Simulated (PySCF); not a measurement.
# BrO3Re (Re(O)3(Br)): the cost of one run

Computed with PySCF 2.14.0. Level: B3LYP, Re def2-SVP with ECP60, O def2-SVP, Br def2-SVP; scalar-relativistic core potentials, no spin–orbit coupling.

3 further runs of the same task are left out: 2 for a known fault of the program, 1 that didn't finish.

**1. Starting geometry**

5 atoms, charge 0, spin multiplicity 1.

Bond lengths: Re1–O2 1.704 Å, Re1–O3 1.704 Å, Re1–O4 1.704 Å, Re1–Br5 2.411 Å. Angles: O2–Re1–O3 109.3°, O2–Re1–O4 109.3°, O2–Re1–Br5 109.7°, O3–Re1–O4 109.3°, O3–Re1–Br5 109.7°, O4–Re1–Br5 109.7°.

Coordinates:

```
Re    0.27653   -0.27653    0.27653
O     1.26284    0.70216    1.26284
O    -0.70216   -1.26284    1.26284
O     1.26284   -1.26284   -0.70216
Br   -1.11523    1.11523   -1.11523
```

Formal oxidation states: Re +7. An earlier session relaxed this geometry at B3LYP, Re def2-SVP with ECP60, O def2-SVP, Br def2-SVP (singlet, point group C3v).

Its energy there is -2877.815034 Eh.

**2. Multiplicity 3 at the relaxed geometry**

File run.py (the lines that set the calculation):

```python
mol = gto.M(atom='''
Re     0.27653    -0.27653     0.27653
O      1.26284     0.70216     1.26284
O     -0.70216    -1.26284     1.26284
O      1.26284    -1.26284    -0.70216
Br    -1.11523     1.11523    -1.11523''',
    basis={'Re': 'def2-SVP', 'O': 'def2-SVP', 'Br': 'def2-SVP'},
    ecp={'Re': 'def2-SVP'},
    charge=0, spin=2)
mf = dft.UKS(mol, xc='B3LYP')
mf.grids.atom_grid = (50, 194)
mf = mf.density_fit()  # fitting sets: Re def2-universal-JKFIT, O def2-universal-JKFIT, Br def2-universal-JKFIT
mf.conv_tol = 1e-08; mf.max_cycle = 55
mf.kernel(dm0)  # dm0: free metal ions and neutral atoms
```

Launch:

```
$ OMP_NUM_THREADS=2 python run.py
```

**Question.** How long does this run take on 2 threads of Arm Neoverse V2, shared host?

About 65 s.
